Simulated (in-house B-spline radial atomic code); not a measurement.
# Excited states and polarisability of Co¹⁵⁺ by several methods

One table from this session's results is given with a row withheld; the runs are named, their logs left out.

The numbers are computed with in-house B-spline radial atomic code version 1 (linear response of a closed shell, each method with its own adiabatic kernel; spin-free one-electron X2C, finite nucleus; B-spline basis; no spin-orbit coupling, no double excitations; only terms of natural parity, (−1)^L, with L up to 3 are computed), except any that are marked as measured or tabulated.

## The system

| Property | Result |
| --- | --- |
| element | cobalt (Z = 27) |
| charge | +15 |
| configuration | [Ne] 3s2 |
| runs | TDHF; PBE; PBE0; BSE on G0W0@HF; ωB97X; BLYP |

The outer shells:

Co¹⁵⁺
```
[Ne] core
3s [↑↓]
```

The first run:

Settings, as recorded:

```ini
Z = 27
electrons = 12.0
configuration = [Ne] 3s2
hamiltonian = x2c
method = hf
box_radius = 7.1
rms_radius = 3.7875
intervals = 68
```

The run is started by

```sh
$ python run_td.py task.json out
```

task.json lists these runs, among others, and the program works through them in turn.

Among the steps run: TDHF.

One of the session's tables, all rows but one given; the rest of the session is left out.

It belongs to the step «TDHF». The states in eV; those that feel the box are left out:

| state | full (eV) | Tamm-Dancoff (eV) |
| --- | --- | --- |
| 3s→3p ³P | 29.442 | 30.623 |
| 3s→3p ¹P | ? | ? |
| 3s→3d ³D | 88.052 | 88.150 |
| 3s→3d ¹D | 94.664 | 94.744 |
| 3s→4s ³S | 242.21 | 242.22 |
| 3s→4s ¹S | 245.97 | 246.01 |
| 3s→4p ³P | 258.69 | 258.70 |
| 3s→4p ¹P | 260.16 | 260.18 |
| 3s→4d ³D | 278.45 | 278.46 |
| 3s→4d ¹D | 279.24 | 279.24 |
| 3s→4f ³F | 288.04 | 288.04 |
| 3s→4f ¹F | 290.15 | 290.15 |
| 3s→5s ³S | 345.70 | 345.70 |
| 3s→5s ¹S | 346.96 | 346.98 |

Estimate the missing values for 3s→3p ¹P.

The run gave: full (eV): 46.028; Tamm-Dancoff (eV): 46.939. In the column «full (eV)» it lies between 3s→3p ³P (29.442) and 3s→3d ³D (88.052).
